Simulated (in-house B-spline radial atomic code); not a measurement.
**Hg⁴⁺: ionisation energy by several methods**

The task here is to estimate one member of a computed series from the others.

Program: in-house B-spline radial atomic code version 1. Level of theory: scalar-relativistic (X2C), several functionals, spin-polarised; spherical all-electron atom at the radial basis limit. These are calculated values, not measurements, unless marked.

## The system

| Quantity | Value |
| --- | --- |
| element | mercury (Z = 80) |
| charge | +4 |
| electrons | 76 |
| configuration | [Xe] 4f14 5d8 |
| nucleus | Fermi, rms radius 5.465 fm |

The outer shells:

[Xe] 4f14 5d8
```
[Xe] core
4f [↑↓][↑↓][↑↓][↑↓][↑↓][↑↓][↑↓]
5d [↑↓][↑↓][↑↓][↑ ][↑ ]
```

Where spins are not typed, each open shell is filled with up spins first.

The first run:

Settings, as recorded:

```ini
Z = 80
electrons = 76.0
configuration = [Xe] 4f14 5d8
hamiltonian = x2c
method = lda,vwn
spin_polarised = True
nucleus = fermi
rms_radius = 5.4648
mass_number = 202
atomic_mass = 201.970643604
speed_of_light = 137.035999084
```

Steps of the session up to this table: LDA (VWN5); revTPSS; OLYP; PBEsol; BLYP; Hartree-Fock.

One of the session's tables, all rows but one given; the rest of the session is left out.

| method | ΔSCF (eV) |
| --- | --- |
| LDA (VWN5) | 64.217 |
| OLYP | 63.901 |
| PBEsol | 63.833 |
| BLYP | 63.671 |
| revTPSS | 63.680 |
| Hartree-Fock | ? |

**Question.** Estimate the row for Hartree-Fock.

The run gave: ΔSCF (eV): 62.053. In the column «ΔSCF (eV)» it is the lowest.

Members of this set that are not shown: 2 did not converge; 11 used exact exchange with fractional occupations of an open shell, which is unsound here.
